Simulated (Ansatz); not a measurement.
**FGaH3OSi radical: shape, modes and thermochemistry**

Aim: relax FGaH3OSi radical from a cheap starting geometry, then compute its harmonic vibrations to see whether it is a minimum and to get the zero-point energy and entropy, and look at its orbitals and charge.

Computed with Ansatz 0.2.0, Gaussian basis. Level: UKS PBE0-D4/def2-TZVP.

Plan: relaxation at PBE0-D4/def2-TZVP; harmonic vibrations at the same level; a single point in def2-TZVPP for the fields.

**1. Where the work starts**

SMILES `[F][Ga][O][SiH3]`, 7 atoms, charge 0, spin multiplicity 2.

Atoms are counted from 1 here; the program's logs count them from 0.

Bond lengths: F1–Ga2 1.834 Å, Ga2–O3 1.834 Å, O3–Si4 1.621 Å, Si4–H5 1.470 Å, Si4–H6 1.466 Å, Si4–H7 1.467 Å. Angles: F1–Ga2–O3 118.0°, Ga2–O3–Si4 154.7°, O3–Si4–H5 99.7°, O3–Si4–H6 110.2°, O3–Si4–H7 110.3°, H5–Si4–H6 112.9°, H5–Si4–H7 112.2°, H6–Si4–H7 111.0°.

Coordinates:

```xyz
7
charge 0, multiplicity 2
F    -2.5107    2.4092    0.7695
Ga   -1.5093    0.9645    1.2931
O    -0.2256    0.3438    0.1393
Si    0.8432   -0.7402   -0.4188
H     1.3797    0.0082   -1.5647
H     0.1549   -1.9727   -0.8132
H     1.8679   -1.0128    0.5948
```

The start is a GFN2-xTB geometry.

**2. Relaxation at PBE0-D4/def2-TZVP**

Contents of in.yaml:

```yaml
crystal:
  periodic: [false, false, false]
  atoms:
    - {symbol: F, position_ang: [-2.510720, 2.409170, 0.769490]}
    - {symbol: Ga, position_ang: [-1.509340, 0.964530, 1.293100]}
    - {symbol: O, position_ang: [-0.225590, 0.343790, 0.139300]}
    - {symbol: Si, position_ang: [0.843160, -0.740210, -0.418820]}
    - {symbol: H, position_ang: [1.379660, 0.008180, -1.564660]}
    - {symbol: H, position_ang: [0.154900, -1.972710, -0.813220]}
    - {symbol: H, position_ang: [1.867930, -1.012750, 0.594810]}
basis:
  gaussian: {orbitals: def2-TZVP}
magnetization: {spin_polarized: true, initial_magnetization: 1}
hamiltonian: {xc: pbe0, dispersion: d4}
relax: {f_tol: 0.005, max_steps: 150}
```

Launch:

```bash
$ ansatz run in.yaml --threads 4 --pin off --events-out ev --progress --plain --max-ram 10444MiB
```

The runs that follow: Harmonic vibrations; A single point for the fields.

**Question.** What will the summary of the whole plan be? Wanted: point group; shift from the start; total energy; dispersion term; dipole moment; lowest, highest wavenumber; zero-point energy; HOMO, LUMO.

**Answer**, as computed:

| quantity | value |
| --- | --- |
| point group | Cs |
| steps | 38 |
| shift from the start (rms) | 0.290 Å |
| total energy | -65057.7900 eV |
| dispersion term | -116 meV |
| dipole moment | 2.27 D |
| lowest, highest wavenumber | 24, 2229 cm⁻¹ |
| zero-point energy | 80.7 kJ/mol |
| entropy at 298.15 K | 366.5 J/(mol K) |
| HOMO, LUMO (alpha spin) | -7.25, -1.50 eV |

**Reading.** The atoms moved 0.29 Å (rms) from the start; the bond that changed most is F1–Ga2, from 1.834 to 1.759 Å. No mode is imaginary: a true minimum at this level. The stiffest mode, 2229 cm⁻¹, is an Si–H stretch, and 4 modes under 200 cm⁻¹ make the vibrational entropy uncertain. Harmonic hybrid wavenumbers usually lie a few per cent above measured fundamentals. The largest Mulliken charge, +0.57 e, sits on Ga2. The alpha HOMO lies mostly on Ga2 67 %; O3 16 % and the LUMO on Ga2 77 %; F1 11 %. The unpaired spin sits mainly on Ga2 72 %; O3 13 %.
